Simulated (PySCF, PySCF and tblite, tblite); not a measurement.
# C₆H₆B₂S: a path driven as rotation about a bond, and NMR exchange, part 2 of 2

PySCF and tblite. Atoms count from 0. The steps go on from the part before.

### 7 Shieldings, saddle of leg 1: B3LYP/pcSseg-1

The job: settings as JSON, then the geometry in Å.

```
{"job": {"kind": "nmr", "xc": "B3LYP", "basis": "pcSseg-1", "pop": false}, "charge": 0, "multiplicity": 1}
B      3.239471    -0.853592    -0.298165
C      1.870953    -0.253403    -0.042420
C      1.446857     1.050985    -0.187336
C      0.102873     1.266203     0.140346
C     -0.554467     0.131844     0.550102
B     -2.031242    -0.055658     0.993644
C     -3.056247    -0.408500    -0.042578
C     -3.867234    -0.693617    -0.889343
S      0.521887    -1.221128     0.522144
H      3.426355    -1.994165    -0.119190
H      4.101882    -0.159083    -0.675662
H      2.104553     1.833215    -0.525495
H     -0.381695     2.226096     0.079989
H     -2.343753     0.073542     2.115978
H     -4.580193    -0.942739    -1.622015
```

Output:

```text
coarse grid: 14032 points
cycle   1  E = -679.9050350279  dE =  1.294e+00  |g| = 4.517e-01  |ddm| = 3.863e+00
cycle   2  E = -679.8681570133  dE =  3.688e-02  |g| = 5.818e-01  |ddm| = 1.130e+00
cycle   3  E = -679.9572418009  dE = -8.908e-02  |g| = 1.478e-01  |ddm| = 6.930e-01
cycle   4  E = -679.9629057974  dE = -5.664e-03  |g| = 4.112e-02  |ddm| = 1.761e-01
cycle   5  E = -679.9632269112  dE = -3.211e-04  |g| = 2.359e-02  |ddm| = 4.934e-02
cycle   6  E = -679.9633589765  dE = -1.321e-04  |g| = 9.419e-03  |ddm| = 2.500e-02
cycle   7  E = -679.9633811711  dE = -2.219e-05  |g| = 1.990e-03  |ddm| = 8.927e-03
cycle   8  E = -679.9633820747  dE = -9.036e-07  |g| = 7.933e-04  |ddm| = 2.530e-03
final grid: 133648 points
cycle   9  E = -680.0322489218  dE = -3.977e-05  |g| = 4.671e-03  |ddm| = 3.146e-02
cycle  10  E = -680.0322441620  dE =  4.760e-06  |g| = 6.310e-03  |ddm| = 1.149e-02
cycle  11  E = -680.0322544365  dE = -1.027e-05  |g| = 1.639e-03  |ddm| = 7.252e-03
cycle  12  E = -680.0322551216  dE = -6.850e-07  |g| = 5.733e-04  |ddm| = 2.011e-03
cycle  13  E = -680.0322551987  dE = -7.715e-08  |g| = 1.901e-04  |ddm| = 5.788e-04
cycle  14  E = -680.0322552074  dE = -8.705e-09  |g| = 6.862e-05  |ddm| = 2.192e-04
cycle  15  E = -680.0322552086  dE = -1.201e-09  |g| = 1.957e-05  |ddm| = 6.322e-05
cycle  16  E = -680.0322552087  dE = -9.504e-11  |g| = 4.361e-06  |ddm| = 1.889e-05
converged SCF energy = -680.0322552087

GIAO shielding tensors (ppm)
atom      isotropic    diamagn.    paramagn.     s11        s22        s33       span
  0 B       38.580     190.162    -151.583     -9.377     -2.443    127.559    136.936
  1 C       17.891     259.395    -241.504    -59.646    -19.051    132.370    192.017
  2 C       28.768     253.656    -224.888    -51.049      5.394    131.958    183.008
  3 C       51.338     252.049    -200.711    -26.694     38.428    142.280    168.974
  4 C        2.088     263.323    -261.234    -77.812    -32.398    116.476    194.289
  5 B       29.437     190.285    -160.848    -35.471     -0.371    124.154    159.624
  6 C       81.854     253.870    -172.016    -22.433    -19.555    287.551    309.984
  7 C       40.538     260.520    -219.982     -5.867     22.811    104.670    110.537
  8 S      184.508    1058.892    -874.385     27.972    202.906    322.645    294.673
  9 H       25.373      29.694      -4.321     20.593     26.258     29.268      8.674
 10 H       25.072      29.345      -4.273     20.840     26.404     27.972      7.132
 11 H       23.926      32.195      -8.269     21.558     24.142     26.079      4.520
 12 H       24.812      32.071      -7.260     21.794     25.079     27.561      5.767
 13 H       24.491      27.349      -2.858     21.143     25.809     26.522      5.380
 14 H       26.639      33.154      -6.515     25.060     25.239     29.617      4.556
```

It took 82 s on 1 thread of AMD EPYC, shared host; peak memory 0.89 GiB.

In short: HOMO -7.00 eV, LUMO -2.86 eV; dipole 2.67 D.

Orbitals, density, ELF and potential are computed afterwards from the orbital file.

Frontier orbitals at B3LYP/pcSseg-1, with the share of their density that lies nearest to each atom:

```
orbital  energy (eV)                                  lies on
   HOMO        -7.00  C1, C4 about 30 % each; C3 11 %; C2 8 %
   LUMO        -2.86               B5 45 %; C7 21 %; H13 10 %
```

ELF in a plane through or near 6 of the atoms.

Ten even steps from '0' (0.00) to '9' (1.00):
```
0000000000000000000000000000
0000000000000000000000000000
0000000000000000000000000000
0000000000000265000000000000
0000000002000899500000000000
0000000037411999500000000000
0000000038756587000000000000
0000000016539714000222000000
0000585004627587425665310000
0001999325881476638767530000
0003999667643366428628751000
0001899329377663117268751000
0000135225357882005787630000
0000028993038984004555320000
0000059994017873001222100000
0000049992004651000000000000
0000004750000000000000000000
0000000000000000000000000000
0000000000000000000000000000
0000000000000000000000000000
```
The map spans 14.3 Å across and 9.6 Å up, centred on the molecule. Atoms in the plane (x, y in Å): B0 (-3.2, -0.9), C1 (-1.9, -0.3), C2 (-1.5, 1.0), C3 (-0.1, 1.3), C6 (3.1, -0.4), H12 (0.3, 2.2).

On the surface of density 0.002 e/bohr³ the electrostatic potential runs, from the 1st to the 99th percentile, from -0.49 to 1.81 V.

### 8 Shieldings, end: B3LYP/pcSseg-1

The job: settings as JSON, then the geometry in Å.

```
{"job": {"kind": "nmr", "xc": "B3LYP", "basis": "pcSseg-1", "pop": false}, "charge": 0, "multiplicity": 1}
B      3.031974    -0.943937    -0.478461
C      1.758224    -0.222138    -0.060623
C      1.626202     1.023909     0.534300
C      0.310640     1.397738     0.790513
C     -0.629248     0.455391     0.403109
B     -2.153473     0.544315     0.535484
C     -3.016973    -0.581262     0.039620
C     -3.710107    -1.483811    -0.359948
S      0.179306    -0.914223    -0.291671
H      2.971080    -2.000626    -0.973910
H      4.065074    -0.427171    -0.297015
H      2.479919     1.635604     0.770493
H      0.031035     2.331866     1.246966
H     -2.641075     1.491930     1.023457
H     -4.316762    -2.270028    -0.707328
```

Output:

```text
coarse grid: 14032 points
cycle   1  E = -679.9251814319  dE =  1.281e+00  |g| = 4.352e-01  |ddm| = 3.878e+00
cycle   2  E = -679.8962573900  dE =  2.892e-02  |g| = 5.431e-01  |ddm| = 1.062e+00
cycle   3  E = -679.9702849071  dE = -7.403e-02  |g| = 1.808e-01  |ddm| = 6.447e-01
cycle   4  E = -679.9788313126  dE = -8.546e-03  |g| = 4.903e-02  |ddm| = 1.938e-01
cycle   5  E = -679.9792497351  dE = -4.184e-04  |g| = 2.973e-02  |ddm| = 6.584e-02
cycle   6  E = -679.9794917825  dE = -2.420e-04  |g| = 7.507e-03  |ddm| = 3.529e-02
cycle   7  E = -679.9795071147  dE = -1.533e-05  |g| = 1.422e-03  |ddm| = 7.882e-03
cycle   8  E = -679.9795074979  dE = -3.832e-07  |g| = 6.732e-04  |ddm| = 1.567e-03
final grid: 133648 points
cycle   9  E = -680.0480469923  dE = -3.605e-05  |g| = 4.792e-03  |ddm| = 3.189e-02
cycle  10  E = -680.0480412418  dE =  5.751e-06  |g| = 6.644e-03  |ddm| = 1.144e-02
cycle  11  E = -680.0480527654  dE = -1.152e-05  |g| = 1.572e-03  |ddm| = 7.554e-03
cycle  12  E = -680.0480534737  dE = -7.083e-07  |g| = 4.285e-04  |ddm| = 2.262e-03
cycle  13  E = -680.0480535124  dE = -3.867e-08  |g| = 1.998e-04  |ddm| = 4.823e-04
cycle  14  E = -680.0480535218  dE = -9.445e-09  |g| = 7.336e-05  |ddm| = 2.153e-04
cycle  15  E = -680.0480535233  dE = -1.405e-09  |g| = 1.894e-05  |ddm| = 6.559e-05
cycle  16  E = -680.0480535233  dE = -8.868e-11  |g| = 4.408e-06  |ddm| = 1.792e-05
converged SCF energy = -680.0480535233

GIAO shielding tensors (ppm)
atom      isotropic    diamagn.    paramagn.     s11        s22        s33       span
  0 B       33.835     190.285    -156.450    -19.451     -4.851    125.808    145.259
  1 C        7.122     260.097    -252.975    -65.740    -49.882    136.988    202.728
  2 C       28.386     253.513    -225.127    -50.341      5.383    130.116    180.458
  3 C       29.980     251.837    -221.857    -51.359      8.160    133.139    184.498
  4 C        3.013     261.290    -258.277    -66.268    -55.254    130.561    196.829
  5 B       49.757     192.402    -142.645      4.878     22.327    122.066    117.188
  6 C       82.319     254.104    -171.785    -22.457    -18.254    287.669    310.127
  7 C       55.241     260.478    -205.237     -1.132     16.389    150.465    151.598
  8 S      133.535    1059.664    -926.129      3.152     67.279    330.175    327.022
  9 H       25.046      29.926      -4.880     20.072     25.955     29.112      9.040
 10 H       24.829      29.398      -4.569     20.601     26.195     27.692      7.091
 11 H       23.801      31.885      -8.083     21.240     24.034     26.130      4.890
 12 H       23.869      31.730      -7.861     21.287     23.509     26.811      5.524
 13 H       25.551      28.215      -2.664     24.389     24.422     27.841      3.452
 14 H       27.614      33.301      -5.687     24.535     25.693     32.615      8.079
```

It took 58 s on 1 thread of AMD EPYC, shared host; peak memory 0.89 GiB.

Key values: HOMO -7.41 eV, LUMO -3.19 eV; dipole 0.58 D.

### 9 Kinetics and line shapes

The job: settings as JSON, then the geometry in Å.

```
{"job": {"smiles": "Bc1ccc(BC#C)s1", "charge": 0, "mult": 1, "motion": "rotation", "what": "aryl or vinyl borane", "atoms": [5, 4], "drives": [{"terms": [["t", [6, 5, 4, 3], 0.25], ["t", [6, 5, 4, 8], 0.25], ["t", [13, 5, 4, 3], 0.25], ["t", [13, 5, 4, 8], 0.25]], "by": 180, "n": 12}], "study": "path", "level": {"kind": "nmr", "xc": "B3LYP", "basis": "pcSseg-1"}, "fields": [360, 800, 900], "first": 3, "seed": 980, "kind": "path"}, "charge": 0, "multiplicity": 1}
B      3.495348    -0.342364     0.399511
C      1.985708    -0.184825     0.281173
C      1.265604     0.686821    -0.522688
C     -0.115400     0.576962    -0.392025
C     -0.519877    -0.385281     0.519815
B     -1.945780    -0.778841     0.918167
C     -3.100149    -0.063809     0.271194
C     -4.028905     0.506714    -0.245127
S      0.876153    -1.149849     1.209828
H      3.946257    -1.133496     1.132120
H      4.190679     0.336748    -0.250428
H      1.751338     1.382093    -1.185687
H     -0.824232     1.174686    -0.939113
H     -2.139253    -1.619578     1.710337
H     -4.841904     1.002008    -0.693419
```

Output:

```text
stationary points (kcal/mol above the start)
  n  kind          group   xTB      DFT    lowest mode
  0  minimum      Cs       0.00     0.00      47.3
  1  saddle       C1       5.26    10.25     -84.2
  2  minimum      Cs       0.38     0.03      49.5

GFN2-xTB energies: T/K, barrier G, reaction G (kcal/mol), k forward, k back (1/s)
 150.00     4.99     0.35   3.37e+05   1.07e+06
 200.00     5.06     0.35   2.44e+07   5.87e+07
 250.00     5.15     0.35   3.28e+08   6.69e+08
 298.15     5.24     0.36   1.78e+09   3.28e+09
 350.00     5.35     0.37   6.64e+09   1.13e+10
 400.00     5.46     0.38   1.72e+10   2.78e+10
 500.00     5.71     0.40   6.66e+10   9.97e+10

B3LYP/pcSseg-1 + D3(BJ) energies: T/K, barrier G, reaction G (kcal/mol), k forward, k back (1/s)
 150.00     9.98    -0.01      0.018     0.0176
 200.00    10.06    -0.00       85.7       85.3
 250.00    10.14     0.00   1.42e+04   1.43e+04
 298.15    10.24     0.01   3.91e+05   3.98e+05
 350.00    10.34     0.02   5.07e+06   5.21e+06
 400.00    10.46     0.03   3.23e+07   3.35e+07
 500.00    10.70     0.05   4.38e+08   4.61e+08
```

Wall time 3.9 min (1 thread of AMD EPYC, shared host); peak memory 0.91 GiB. This counts the whole study up to here.

Barriers by level (kcal/mol; entropies in cal/(mol K)). Zero-point and thermal terms come from xTB in every row. ΔG‡ leaves symmetry out; the rate counts equivalent paths (a factor of 2); effective ΔG‡, where given, is the barrier that would give that rate by Eyring's equation alone:

```
                  level    ΔE‡  with zero-point   ΔH‡   ΔS‡  ΔG‡ (298 K)  ΔE of reaction  k at 298 K (1/s)  effective ΔG‡
               GFN2-xTB   5.26             4.85  4.44  -2.7         5.24            0.38           1.8e+09           4.83
B3LYP/pcSseg-1 + D3(BJ)  10.25             9.85  9.43  -2.7        10.24            0.03           3.9e+05           9.82
```

Sites that the driver pairs across this motion, and where their lines would merge (no couplings; faster rotations or exchange between molecules can average them sooner):

```
nucleus        sites: shielding (ppm)  proton frequency (MHz)  spread (Hz)  coalescence (K)  lines at 298 K
    ¹³C      C3: 32.8; C3 (end): 30.0                     900          647              225               –
     ¹H  H12: 23.43; H12 (end): 23.87                     900          397              220               –
    ¹³C        C1: 6.0; C1 (end): 7.1                     900          258              216               –
    ¹³C        C4: 4.1; C4 (end): 3.0                     900          256              216               –
     ¹H  H13: 25.71; H13 (end): 25.55                     900          144              211               –
    ¹³C      C2: 28.8; C2 (end): 28.4                     900           90              207               –
    ¹³C      C6: 82.6; C6 (end): 82.3                     900           72              205               –
     ¹H  H11: 23.74; H11 (end): 23.80                     900           52              202               –
```

Rows that set an atom against itself at the end compare its shielding in the two forms.

### 10 What came out

This closing draws on all 2 parts.

```
                         quantity                               value
barrier (B3LYP/pcSseg-1 + D3(BJ))  ΔE‡ 10.2, ΔG‡(298 K) 10.2 kcal/mol
               barrier (GFN2-xTB)                    ΔE‡ 5.3 kcal/mol
                    rate at 298 K                         3.9e+05 s⁻¹
                  end of the path         0.0 kcal/mol from the start
```

**Reading.** DFT puts the top 10.2 kcal/mol above the start (xTB: 5.3); the rate from the DFT barrier is 3.9e+05 s⁻¹ at 298 K. An error of 1.4 kcal/mol changes that rate tenfold.
